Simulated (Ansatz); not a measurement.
# Ta3AsAu2O13 (P1) in Ansatz: further runs, part 2 of 2

Ansatz 0.2.0. The steps go on from the part before.

## Step 3: Relaxation of cell and atoms, PBE, target pressure 5 GPa, at which the enthalpy is minimised

The input, input.yaml:

```yaml
crystal:
  lattice:
    - [5.72386, 0.0, 0.0]
    - [1.29464, 6.25668, 0.0]
    - [0.26816, 1.30982, 8.36637]
  atoms:
    - { symbol: Ta, position: [0.21713, 0.30521, 0.58431] }
    - { symbol: Ta, position: [0.03325, 0.11123, 0.99855] }
    - { symbol: Ta, position: [0.58248, 0.62145, 0.50482] }
    - { symbol: As, position: [0.58707, 0.89691, 0.83049] }
    - { symbol: Au, position: [0.58004, 0.09228, 0.18613] }
    - { symbol: Au, position: [0.04485, 0.82077, 0.44682] }
    - { symbol: O, position: [0.66201, 0.69726, 0.71088] }
    - { symbol: O, position: [0.51632, 0.13418, 0.69625] }
    - { symbol: O, position: [0.85098, 0.88773, 0.91932] }
    - { symbol: O, position: [0.34466, 0.87003, 0.94651] }
    - { symbol: O, position: [0.73015, 0.2924, 0.03095] }
    - { symbol: O, position: [0.24622, 0.21809, 0.11075] }
    - { symbol: O, position: [0.129, 0.09398, 0.49104] }
    - { symbol: O, position: [0.48032, 0.38887, 0.43499] }
    - { symbol: O, position: [0.05966, 0.26685, 0.78594] }
    - { symbol: O, position: [0.9333, 0.5324, 0.45645] }
    - { symbol: O, position: [0.49975, 0.85161, 0.34971] }
    - { symbol: O, position: [0.25256, 0.62988, 0.62473] }
    - { symbol: O, position: [0.91878, 0.95175, 0.22636] }
hamiltonian:
  xc: pbe
  pseudopotentials: { kind: paw }
kpoints:
  mp_grid: { grid: [4, 3, 3] }
scf:
  occupations: { method: fermi_dirac, width: 0.05 }
output:
  forces: true
  stress: true
  eigenvalues: true
relax:
  f_tol: 0.01
  max_steps: 40
  cell: { stress_tol: 0.05, p_target: 5.0 }
```

Potentials or basis: Ansatz PAW.

On the command line:

```sh
ansatz run input.yaml --threads 8 --pin off --max-ram 20480MiB --backend cpu --events-out ev --progress --plain --runs-dir out
```

Output:

```text
Warning: RAYON_NUM_THREADS=8 ignored (pool sized by the plan → 8); use --threads N
Engine: ansatz 0.2.0, aarch64-unknown-linux-gnu
Pseudopotentials: kind: paw
Pseudopotential: Ta, paw, valence charge 13, recommended cutoff 420 eV (normal), Ta.paw.azcp
Pseudopotential: As, paw, valence charge 15, recommended cutoff 420 eV (normal), As.paw.azcp
Pseudopotential: Au, paw, valence charge 19, recommended cutoff 420 eV (normal), Au.paw.azcp
Pseudopotential: O, paw, valence charge 6, recommended cutoff 420 eV (normal), O.paw.azcp
Functional definition: PBE
  parameter kappa = 0.804
  parameter beta = 0.06672455060314922
  exchange = pbe_x(kappa = kappa, mu = beta*pi^2/3)
  correlation = pbe_c(beta = beta)
Crystal: 19 atoms, lattice volume = 299.619 Å³
Basis set: ecut = 420 eV, 5853 PW (Γ), exchange–correlation on 80×90×120 points (8 copies of the dense FFT grid, shifted against one another)
Bands: 104, of which v1, the nominal top of the filled ones, is band 85 counted from 1 (84 counted from 0)
Symmetry: 1 space group operations
Space group: P1 (ITA 1), of the structure as read, at distance tolerance 6.7e-5 Å
k-points: 19 of 36 (time reversal used)
Non-local potential: Ta, projectors of the file, l = 0: 3, l = 1: 2, l = 2: 2, l = 3: 1
Non-local potential: As, projectors of the file, l = 0: 2, l = 1: 2, l = 2: 3, l = 3: 1
[... 332 lines left out ...]
  k-point 18: bands = ["-98.9847", "-98.4018", "-61.1114", "-61.0514", "-60.7458", "-50.6867", "-50.6389", "-50.1524", "-50.0942", "-49.8674", "-49.2034", "-29.6089", "-29.5781", "-29.5414", "-29.4894", "-29.4689", "-27.9678", "-27.8755", "-27.7464", "-27.7086", "-27.6353", "-27.6028", "-27.4010", "-27.3380", "-27.2953", "-12.9831", "-11.4791", "-11.3362", "-11.1929", "-10.9984", "-10.8572", "-10.7263", "-10.7094", "-10.4148", "-10.3257", "-9.9224", "-9.8279", "-9.7442", "-2.1902", "-0.3896", "0.0742", "0.4062", "0.5551", "0.7490", "0.9445", "1.1200", "1.3407", "1.4898", "1.5645", "1.7836", "1.9979", "2.1874", "2.3920", "2.5134", "2.6698", "2.8233", "2.9496", "3.0680", "3.1930", "3.2976", "3.5117", "3.6105", "3.7782", "3.8221", "3.9683", "4.0998", "4.2936", "4.5192", "4.6448", "4.7656", "4.9125", "5.0467", "5.2151", "5.3128", "5.4271", "5.5009", "5.5685", "5.6325", "5.7750", "5.8270", "5.9650", "6.1192", "6.2709", "6.5194", "6.7486", "8.4158", "9.0888", "10.2252", "10.6360", "10.8531", "10.9494", "11.1617", "11.2950", "11.5679", "11.9134", "12.0779", "12.5567", "12.7945", "13.0673", "13.5328", "13.9887", "14.2732", "14.4498", "14.6818"]
--- Relaxed structure (16 steps of the walk, 13 accepted, 3 SCFs on fresh bases) ---
  F+E_penalty+E_count = -68327.36596244 eV   max|allowed force component| = 9.143e-3 eV/Å   (the final SCF, on the basis selected at the relaxed cell)
  cell:  # Å, volume = 274.7340 Å³
    - [5.629380460278159, 0.121665418506453, 0.03638777969357581]
    - [1.4062612834268255, 6.014533177539399, -0.10969063970085977]
    - [0.34476176759935695, 1.1013834845779997, 8.136004165179983]
  atoms:
    - { symbol: Ta, position: [0.22572376881537615, 0.30492348854890194, 0.5874745716709603] }
    - { symbol: Ta, position: [0.022176649087601398, 0.12446498872172293, 1.0048322701306438] }
    - { symbol: Ta, position: [0.5894169056484239, 0.6149641432163608, 0.49653328671412145] }
    - { symbol: As, position: [0.600232534744697, 0.8823192796726034, 0.836175983111526] }
    - { symbol: Au, position: [0.5615478636928976, 0.10592677928351915, 0.18725818150087517] }
    - { symbol: Au, position: [0.03820549924149731, 0.8232390007409902, 0.4439077682208969] }
    - { symbol: O, position: [0.6736498755858541, 0.6650111690677172, 0.7159108660318296] }
    - { symbol: O, position: [0.5295389083534277, 0.1190184361653154, 0.6949362191681864] }
    - { symbol: O, position: [0.8699788571912178, 0.8773249370056688, 0.9181904776076468] }
    - { symbol: O, position: [0.350790867055923, 0.8696216116633732, 0.9569087600808676] }
    - { symbol: O, position: [0.7038369401114265, 0.31787213421105137, 0.03408543616357323] }
    - { symbol: O, position: [0.21915112134865436, 0.24909633149042076, 0.1219555326477646] }
    - { symbol: O, position: [0.12506187593001633, 0.09557370998992422, 0.4901192464579858] }
    - { symbol: O, position: [0.5014983988999598, 0.3687921563874824, 0.42967637331394914] }
    - { symbol: O, position: [0.05661940874424314, 0.2782018442690323, 0.7898968822536987] }
    - { symbol: O, position: [0.9469956675957973, 0.527791625094717, 0.44026296427002115] }
    - { symbol: O, position: [0.49343449071818307, 0.8456006187987727, 0.33734480520389043] }
    - { symbol: O, position: [0.249155001418377, 0.6365176855161117, 0.6255131007089897] }
    - { symbol: O, position: [0.9115153658164289, 0.9566200601563152, 0.22401727474257438] }
```

Wall time 4.1 min (8 threads of Arm Neoverse V2, shared host); peak memory 1.7 GiB.

What came out:

| Quantity | Value |
| --- | --- |
| Free energy | -68327.3660 eV |
| Relaxed volume | 14.46 Å³/atom |
| Relaxed cell | a = 5.631 Å, b = 6.178 Å, c = 8.217 Å, α = 82.97°, β = 87.06°, γ = 75.61° |
| Space group after relaxing (to 0.05 Å) | P1 (No. 1) |
| Energy change on relaxing (the enthalpy is what falls) | +19.0 meV/atom |
| Ionic steps | 16 |
| Pressure after relaxing | 5.0 GPa |
| Largest force after relaxing | 0.009 eV/Å |
| Band gap on the k mesh | 1.57 eV, indirect (least direct gap 1.63 eV) |

Forces in eV/Å, atoms in the order of the input:
```
Ta   0.000  0.003  0.000
Ta  -0.001  0.000  0.004
Ta  -0.001  0.000 -0.003
As   0.002 -0.001 -0.009
Au   0.000 -0.003  0.000
Au   0.003 -0.002  0.001
O   -0.001  0.001  0.006
O    0.001  0.000  0.005
O    0.003  0.000  0.001
O   -0.004  0.000  0.001
O    0.002  0.000 -0.001
O   -0.003  0.000 -0.002
O    0.001  0.003  0.001
O    0.000 -0.005 -0.003
O    0.002  0.001 -0.001
O   -0.001 -0.001  0.000
O    0.001 -0.001 -0.001
O   -0.003  0.002  0.002
O    0.000  0.001 -0.001
```

Step by step:
```tsv
step	energy change (eV)	largest force (eV/Å)	volume (Å³)
1	0.0000	0.0125	299.62
2	0.4319	0.6414	273.73
3	0.2160	0.2170	278.98
4	0.2222	0.1616	278.40
5	0.2553	0.1131	276.91
6	0.2590	0.1057	276.62
7	0.2615	0.0544	276.49
8	0.2643	0.0445	276.38
9	0.2620	0.0120	276.45
10	0.3100	0.0121	276.45
11	0.3701	0.0734	274.22
12	0.3493	0.0167	274.94
13	0.3497	0.0053	274.92
14	0.3554	0.0053	274.92
15	0.3605	0.0093	274.73
16	0.3611	0.0093	274.73
```

Final structure:
```
Ta As Au O
1.0
     5.62938    0.12167    0.03639
     1.40626    6.01453   -0.10969
     0.34476    1.10138    8.13600
Ta As Au O
3 1 2 13
Cartesian
  1.9020 2.5085 4.7545
  0.6463 1.8580 8.1625
  4.3540 4.3173 3.9938
  4.9080 6.3007 6.7282
  3.3747 0.9117 1.5323
  1.5258 5.4450 3.5227
  4.9742 4.8702 5.7762
  3.3879 1.5457 5.6602
  6.4477 6.3938 7.4058
  3.5276 6.3270 7.7028
  4.4209 2.0350 0.2681
  1.6260 1.6592 0.9729
  1.0074 1.1299 3.9817
  3.4899 2.7524 3.4736
  0.9823 2.5501 6.3981
  6.2250 3.7745 3.5585
  4.0832 5.5175 2.6698
  2.5134 4.5476 5.0284
  6.5538 6.1113 1.7508
```

Caveat: odd divisions of the mesh miss points on the zone boundary, where band edges often lie, so the gap on the mesh can be too wide; the plane-wave basis is chosen anew once the cell has moved, so the energies of steps on either side of that aren't comparable; the pressure holds a Pulay correction of +0.6 GPa for the finite cutoff; spin-orbit coupling is left out, which moves the levels of the heavy elements.

## Step 4: Relaxation of cell and atoms, r2SCAN

Changes to input.yaml since step 3:

```diff
@@ -26,3 +26,3 @@
 hamiltonian:
-  xc: pbe
+  xc: r2scan
   pseudopotentials: { kind: paw }
@@ -39,2 +39,2 @@
   max_steps: 40
-  cell: { stress_tol: 0.05, p_target: 5.0 }
+  cell: { stress_tol: 0.05 }
```

On the command line:

```sh
ansatz run input.yaml --threads 8 --pin off --max-ram 20480MiB --backend cpu --events-out ev --progress --plain --runs-dir out
```

Wall time 4.2 min (8 threads of Arm Neoverse V2, shared host); peak memory 2.5 GiB.

The run converged. Its results:

* Free energy: -68416.8379 eV
* Relaxed volume: 15.12 Å³/atom
* Relaxed cell: a = 5.669 Å, b = 6.315 Å, c = 8.311 Å, α = 81.63°, β = 87.73°, γ = 77.46°
* Space group after relaxing (to 0.05 Å): P1 (No. 1)
* Energy gained by relaxing: 7.9 meV/atom
* Ionic steps: 8
* Pressure after relaxing: 0.0 GPa
* Largest force after relaxing: 0.006 eV/Å
* Band gap on the k mesh: 1.74 eV, indirect (least direct gap 1.79 eV)

Forces on the atoms (eV/Å):
```
Ta   0.001 -0.001 -0.001
Ta   0.000 -0.003  0.001
Ta  -0.001 -0.001  0.003
As   0.001  0.004 -0.003
Au  -0.002 -0.001  0.005
Au  -0.001  0.002  0.001
O    0.000 -0.001 -0.002
O   -0.001 -0.001  0.001
O    0.000 -0.002 -0.001
O    0.000  0.000  0.000
O    0.000  0.002 -0.001
O    0.001  0.002  0.000
O    0.001 -0.002 -0.001
O    0.000  0.001  0.000
O    0.001  0.000 -0.002
O    0.000 -0.001  0.001
O    0.000  0.002 -0.002
O    0.000  0.001 -0.001
O    0.001  0.000 -0.001
```

The path:
```
step  energy change (eV)  largest force (eV/Å)  volume (Å³)
   1              0.0000                0.6448       299.62
   2             -0.1378                0.4695       286.81
   3             -0.1536                0.1089       287.95
   4             -0.1556                0.0473       287.74
   5             -0.1567                0.0215       287.39
   6             -0.1568                0.0311       287.37
   7             -0.1569                0.0053       287.32
   8             -0.1509                0.0055       287.32
```

Final structure:
```
CELL_PARAMETERS angstrom
5.66844 0.04111 0.01546
1.32704 6.17396 -0.04298
0.29757 1.23033 8.21424
ATOMIC_POSITIONS crystal
Ta 0.21863 0.30403 0.58384
Ta 0.03042 0.11564 0.00105
Ta 0.58507 0.61605 0.50229
As 0.59138 0.89600 0.83038
Au 0.57500 0.09446 0.18883
Au 0.04400 0.81936 0.44647
O 0.66536 0.69337 0.71077
O 0.51913 0.13137 0.69588
O 0.85336 0.89027 0.91809
O 0.34797 0.87531 0.94761
O 0.72187 0.29743 0.03427
O 0.23887 0.22420 0.11656
O 0.12919 0.09125 0.49051
O 0.48462 0.38234 0.43122
O 0.05676 0.27138 0.78659
O 0.93820 0.53076 0.45137
O 0.49880 0.84685 0.34761
O 0.25298 0.62884 0.62454
O 0.91692 0.95396 0.22713
```

Levels at points of the mesh, in eV from the valence-band top:
| k point | band 83 | band 84 | band 85 | band 86 | band 87 | band 88 |
| --- | --- | --- | --- | --- | --- | --- |
| (0.00, 0.00, 0.00) | -0.53 | -0.25 | -0.07 | 1.90 | 2.84 | 3.70 |
| (-0.50, 0.00, 0.00) | -0.60 | -0.26 | -0.01 | 1.96 | 2.58 | 3.78 |

Caveat: odd divisions of the mesh miss points on the zone boundary, where band edges often lie, so the gap on the mesh can be too wide; the plane-wave basis is chosen anew once the cell has moved, so the energies of steps on either side of that aren't comparable; spin-orbit coupling is left out, which moves the levels of the heavy elements; the PAW data sets come from PBE, with cores solved anew for the run's functional, which leaves a small shift of forces and pressure. A k mesh can miss the band edges.

## Step 5: Atomic charges, PBE

Changes to input.yaml since step 4:

```diff
@@ -26,6 +26,6 @@
 hamiltonian:
-  xc: r2scan
+  xc: pbe
   pseudopotentials: { kind: paw }
 kpoints:
-  mp_grid: { grid: [4, 3, 3] }
+  mp_grid: { grid: [5, 5, 4] }
 scf:
@@ -36,5 +36,3 @@
   eigenvalues: true
-relax:
-  f_tol: 0.01
-  max_steps: 40
-  cell: { stress_tol: 0.05 }
+  bader: true
+  populations: true
```

On the command line:

```sh
ansatz run input.yaml --threads 8 --pin off --max-ram 20480MiB --backend cpu --events-out ev --progress --plain --runs-dir out
```

Wall time 57 s (8 threads of Arm Neoverse V2, shared host); peak memory 2 GiB.

Results (log left out):

| Property | Result |
| --- | --- |
| Free energy | -68327.7279 eV |
| Pressure | 0.0 GPa |
| Largest force | 0.012 eV/Å |
| Band gap on the k mesh | 1.30 eV, indirect (least direct gap 1.36 eV) |
| Bader charges | Ta +2.89, +2.81; As +2.71; Au +1.24, +1.16; O -1.16, -1.18, -1.15, -0.91, -0.96, -0.97, -1.12, -1.13, -1.07, -0.99, -1.02, -0.89 e |

Forces in eV/Å, atoms in the order of the input:
```
Ta   0.003 -0.003 -0.001
Ta   0.001  0.003 -0.008
Ta   0.007  0.010 -0.003
As  -0.003 -0.002  0.007
Au   0.001 -0.002 -0.001
Au   0.000  0.005 -0.003
O   -0.001  0.003 -0.002
O   -0.003  0.004 -0.003
O    0.001  0.000  0.002
O    0.004 -0.001 -0.002
O   -0.001  0.001 -0.001
O   -0.001  0.000 -0.001
O    0.000 -0.004  0.001
O   -0.007 -0.005  0.000
O   -0.003 -0.003  0.010
O   -0.003  0.002 -0.001
O    0.002 -0.003  0.004
O    0.002 -0.004 -0.001
O   -0.001  0.000  0.004
```

Levels at points of the mesh, in eV from the valence-band top:
```tsv
k point	band 81	band 82	band 83	band 84	band 85	band 86	band 87	band 88	band 89	band 90
(0.00, 0.00, 0.00)	-0.84	-0.78	-0.54	-0.25	-0.08	1.47	2.35	3.00	3.49	3.72
(0.00, 0.00, -0.50)	-0.81	-0.74	-0.54	-0.31	-0.07	1.45	2.40	3.08	3.43	3.62
```

Caveat: odd divisions of the mesh miss points on the zone boundary, where band edges often lie, so the gap on the mesh can be too wide; the pressure holds a Pulay correction of +0.5 GPa for the finite cutoff; spin-orbit coupling is left out, which moves the levels of the heavy elements.

## Step 6: Electron localisation function, PBE

Changes to input.yaml since step 5:

```diff
@@ -36,3 +36,5 @@
   eigenvalues: true
-  bader: true
-  populations: true
+  write_density: true
+  write_potential: true
+  elf: true
+  volumetric_format: npy
```

Potentials or basis: Ansatz PAW.

On the command line:

```sh
ansatz run input.yaml --threads 8 --pin off --max-ram 20480MiB --backend cpu --events-out ev --progress --plain --runs-dir out
```

Wall time 36 s (8 threads of Arm Neoverse V2, shared host); peak memory 2 GiB.

Results (log left out):

| Quantity | Value |
| --- | --- |
| Free energy | -68327.7279 eV |
| Pressure | 0.0 GPa |
| Largest force | 0.012 eV/Å |
| Band gap on the k mesh | 1.30 eV, indirect (least direct gap 1.36 eV) |

Forces on the atoms (eV/Å):
```
Ta   0.003 -0.003 -0.001
Ta   0.001  0.003 -0.008
Ta   0.007  0.010 -0.003
As  -0.003 -0.002  0.007
Au   0.001 -0.002 -0.001
Au   0.000  0.005 -0.003
O   -0.001  0.003 -0.002
O   -0.003  0.004 -0.003
O    0.001  0.000  0.002
O    0.004 -0.001 -0.002
O   -0.001  0.001 -0.001
O   -0.001  0.000 -0.001
O    0.000 -0.004  0.001
O   -0.007 -0.005  0.000
O   -0.003 -0.003  0.010
O   -0.003  0.002 -0.001
O    0.002 -0.003  0.004
O    0.002 -0.004 -0.001
O   -0.001  0.000  0.004
```

Levels at points of the mesh, in eV from the valence-band top:
| k point | band 83 | band 84 | band 85 | band 86 | band 87 | band 88 |
| --- | --- | --- | --- | --- | --- | --- |
| (0.00, 0.00, 0.00) | -0.54 | -0.25 | -0.08 | 1.47 | 2.35 | 3.00 |
| (0.00, 0.00, -0.50) | -0.54 | -0.31 | -0.07 | 1.45 | 2.40 | 3.08 |

Caveat: odd divisions of the mesh miss points on the zone boundary, where band edges often lie, so the gap on the mesh can be too wide; the pressure holds a Pulay correction of +0.5 GPa for the finite cutoff; spin-orbit coupling is left out, which moves the levels of the heavy elements. Expect the measured gap to be larger: semilocal functionals such as PBE lack the derivative discontinuity.

## Step 7: The runs side by side

| task | level | cell | k mesh | cutoff (eV) | target pressure (GPa) | gap on the mesh (eV) | pressure (GPa) | largest force (eV/Å) |
| --- | --- | --- | --- | --- | --- | --- | --- | --- |
| relaxation of cell and atoms | PBE | relaxed to 2 GPa | 4 × 3 × 3 | 420 | 2 | 1.44 | 2.0 | - |
| relaxation of cell and atoms | PBE | relaxed to 5 GPa | 4 × 3 × 3 | 420 | 5 | 1.57 | 5.0 | 0.01 |
| relaxation of cell and atoms | r2SCAN | relaxed | 4 × 3 × 3 | 500 | - | 1.74 | 0.0 | 0.01 |
| atomic charges | PBE | as given | 5 × 5 × 4 | 420 | - | 1.30 | 0.0 | 0.01 |
| electron localisation function | PBE | as given | 5 × 5 × 4 | 420 | - | 1.30 | 0.0 | 0.01 |

Alike in all rows: potentials or basis Ansatz PAW; no spin polarisation; smearing fermi-dirac 0.05 eV.

Caveats: odd divisions of the mesh miss points on the zone boundary, where band edges often lie, so the gap on the mesh can be too wide; spin-orbit coupling is left out, which moves the levels of the heavy elements; the plane-wave basis is chosen anew once the cell has moved, so the energies of steps on either side of that aren't comparable (some runs); the PAW data sets come from PBE, with cores solved anew for the run's functional, which leaves a small shift of forces and pressure (some runs).

Total energies depend on the potentials used, so only differences within one code and one set of settings carry meaning.
